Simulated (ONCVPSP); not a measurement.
# Nickel: generating and testing an ONCV potential

Do these settings give a usable potential? It is generated, then checked for transferability, scattering, ghosts and hardness.

Method: ONCVPSP 4.0.1.1 (patched build), PBE, scalar-relativistic.

## Step 1: Starting point

Typed settings, in words:

```
element                 : nickel (Ni, Z = 28)
type                    : optimised norm-conserving Vanderbilt (ONCV)
frozen core             : [Ne] 3s2
valence charge          : 16
reference configuration : 3p6 3d8 4s2
partial waves           : 4s: rc 2.00 bohr, ncon 5, nbas 9, qcut 3.5 1/bohr, 3 projectors, debl 1.8 Ha; 3p: rc 0.90 bohr, ncon 4, nbas 9, qcut 14.4 1/bohr, 3 projectors, debl 0.6 Ha; 3d: rc 1.50 bohr, ncon 3, nbas 8, qcut 12.7 1/bohr, 2 projectors, debl 3.3 Ha
local potential         : polynomial inside 0.65 bohr (lpopt 5, dvloc0 4 Ha)
core correction         : polynomial model core, fcfact 0.55
```

The outer shells as boxes (Hund's rule for the drawing; the calculation is spin-unpolarised):

```
[Ne] core
3s [↑↓]
3p [↑↓][↑↓][↑↓]
3d [↑↓][↑↓][↑↓][↑ ][↑ ]
4s [↑↓]
```

The nodes and maxima of the atom's own shells, from an earlier all-electron run, set the scale for the radii.

All-electron outer shells of the reference configuration (PBE, scalar-relativistic, ld1.x):

| shell | level (eV) | outermost node (bohr) | outermost maximum (bohr) |
| --- | --- | --- | --- |
| 3s | -111.06 | 0.30 | 0.64 |
| 3p | -71.39 | 0.27 | 0.65 |
| 3d | -8.87 | – | 0.63 |
| 4s | -5.64 | 0.92 | 2.24 |
| 4p | -1.22 | 1.00 | 3.17 |

## Step 2: Generation

Ni.dat reads:

```
# ATOM AND REFERENCE CONFIGURATION
# atsym  z   nc   nv     iexc    psfile
  Ni 28.00    4    3        4      upf
#
#   n    l    f
    1    0    2.00
    2    0    2.00
    2    1    6.00
    3    0    2.00
    3    1    6.00
    3    2    8.00
    4    0    2.00
#
# PSEUDOPOTENTIAL AND OPTIMIZATION
# lmax
    2
#
#   l,   rc,      ep,       ncon, nbas, qcut
    0    2.00    0.00    5    9    3.50
    1    0.90    0.00    4    9   14.40
    2    1.50    0.00    3    8   12.70
#
# LOCAL POTENTIAL
# lloc, lpopt,  rc(5),   dvloc0
    4    5    0.65    4.00
#
# VANDERBILT-KLEINMAN-BYLANDER PROJECTORs
# l, nproj, debl
    0    3    1.80
    1    3    0.60
    2    2    3.30
#
# MODEL CORE CHARGE
# icmod, fcfact, rcfact
    1    0.55    0.00
#
# LOG DERIVATIVE ANALYSIS
# epsh1, epsh2, depsh
   -4.00    5.00    0.02
#
# OUTPUT GRID
# rlmax, drl
    6.00    0.01
#
# TEST CONFIGURATIONS
# ncnf
    4
# nvcnf
#   n    l    f
    3
    3    1    6.00
    3    2    8.00
    4    0    1.00
#
    3
    3    1    6.00
    3    2    8.00
    4    0    0.00
#
    3
    3    1    6.00
    3    2    7.00
    4    0    0.00
#
    4
    3    1    6.00
    3    2    8.00
    4    0    1.00
    4    1    1.00
#
```

Command:

```
$ oncvpsp.x < Ni.dat > Ni.out
```

**Question.** What will these runs give? Wanted: cutoffs for 1 and 0.1 mHa per electron, occupied waves; bound ghosts; GHOST(+) flags; largest test error; largest phase difference near zero energy, channels read; rms error of d²Exc/dn², without and with the model core; projector energies reset by the program.

The runs gave:

| quantity | value |
| --- | --- |
| cutoffs for 1 and 0.1 mHa per electron, occupied waves | 60 Ha and 80 Ha |
| bound ghosts | s at -7085.21 eV, s at -74.69 eV |
| GHOST(+) flags | s at 508 eV, s at 906 eV |
| largest test error (AE − PS) | +74 meV, for 3p6 3d7 4s0 |
| largest phase difference near zero energy, channels read | 0.000 rad |
| rms error of d²Exc/dn², without and with the model core | 3.41 and 0.78 mHa |
| projector energies reset by the program | p: -2.623, 0.250, 0.850 Ha |

In words: It has a bound ghost (s), a state that the atom doesn't have, and that rules the file out. By total energies transferability is fair: the largest error is 74 meV on 64.1 eV, for 3p6 3d7 4s0. That test lies far up in energy; among those under 40 eV, nearer to bonding, the largest error is 36 meV. It counts as hard, with 60 Ha needed at the looser tolerance. Near zero energy the phases of the channels with partial waves agree within 0.001 rad. The pseudo curves have a pole with no partner nearby in the atom's: s at -2.74 Ha. The program also flags highly localised states, GHOST(+) (s). All of this concerns the isolated atom, not yet a solid.
